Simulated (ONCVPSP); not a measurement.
**Beryllium: generating and testing an ONCV potential**

Task: generate the file, and judge it by its errors in other configurations, its logarithmic derivatives, its ghosts and its cutoff.

The numbers are computed with ONCVPSP 4.0.1.1 (patched build) (PBE, scalar-relativistic, spin-unpolarised reference atom).

## (1) Settings

The settings as typed:

| Quantity | Value |
| --- | --- |
| element | beryllium (Be, Z = 4) |
| type | optimised norm-conserving Vanderbilt (ONCV) |
| frozen core | none |
| valence charge | 4 |
| reference configuration | 1s2 2s2 |
| partial waves | 1s+2s: rc 0.85 bohr, ncon 4, nbas 9, qcut 11.6 1/bohr, 2 projectors; p scattering state at 0.03 Ha: rc 0.80 bohr, ncon 5, nbas 9, qcut 10.1 1/bohr, 2 projectors, debl 4 Ha; d scattering state at 0.09 Ha: rc 0.85 bohr, ncon 4, nbas 9, qcut 12.2 1/bohr, 2 projectors, debl 1.8 Ha |
| local potential | polynomial inside 0.80 bohr (lpopt 3, dvloc0 4 Ha) |
| core correction | not asked for |

The outer shells as boxes (Hund's rule for the drawing; the calculation is spin-unpolarised):

```
1s [↑↓]
2s [↑↓]
```

## (2) Generation

Input file Be.dat:

```
# ATOM AND REFERENCE CONFIGURATION
# atsym  z   nc   nv     iexc    psfile
  Be 4.00    0    2        4      upf
#
#   n    l    f
    1    0    2.00
    2    0    2.00
#
# PSEUDOPOTENTIAL AND OPTIMIZATION
# lmax
    2
#
#   l,   rc,      ep,       ncon, nbas, qcut
    0    0.85    0.00    4    9   11.60
    1    0.80    0.03    5    9   10.10
    2    0.85    0.09    4    9   12.20
#
# LOCAL POTENTIAL
# lloc, lpopt,  rc(5),   dvloc0
    4    3    0.80    4.00
#
# VANDERBILT-KLEINMAN-BYLANDER PROJECTORs
# l, nproj, debl
    0    2    3.40
    1    2    4.00
    2    2    1.80
#
# MODEL CORE CHARGE
# icmod, fcfact, rcfact
    0    0.00    0.00
#
# LOG DERIVATIVE ANALYSIS
# epsh1, epsh2, depsh
   -5.00    5.00    0.04
#
# OUTPUT GRID
# rlmax, drl
    6.00    0.01
#
# TEST CONFIGURATIONS
# ncnf
    4
# nvcnf
#   n    l    f
    2
    1    0    2.00
    2    0    1.00
#
    2
    1    0    2.00
    2    0    0.00
#
    2
    1    0    2.00
    2    0    1.50
#
    3
    1    0    2.00
    2    0    0.00
    2    1    2.00
#
```

On the command line:

```sh
oncvpsp.x < Be.dat > Be.out
```

What does the calculation give? Wanted: cutoffs for 1 and 0.1 mHa per electron, occupied waves; bound ghosts; GHOST(+) flags; largest test error; largest phase difference near zero energy, channels read.

**Answer**, as computed:

| quantity | value |
| --- | --- |
| cutoffs for 1 and 0.1 mHa per electron, occupied waves | 61 Ha and 142 Ha |
| bound ghosts | none found |
| GHOST(+) flags | none at low energy |
| largest test error (AE − PS) | +5.3 meV, for 1s2 2s0 |
| largest phase difference near zero energy, channels read | 0.000 rad |

In words: The worst unpolarised test, 1s2 2s0, is off by 5.3 meV on 27.5 eV; by total energies transferability rates as good. The potential is hard: the looser tolerance needs 61 Ha. At the looser tolerance the 1s wave is the slowest; 2s needs 51 Ha. It is free of bound ghosts as far as tested. Near zero energy the phases of the channels with partial waves agree within 0.001 rad. These are tests on the free atom; a crystal test is still owed.
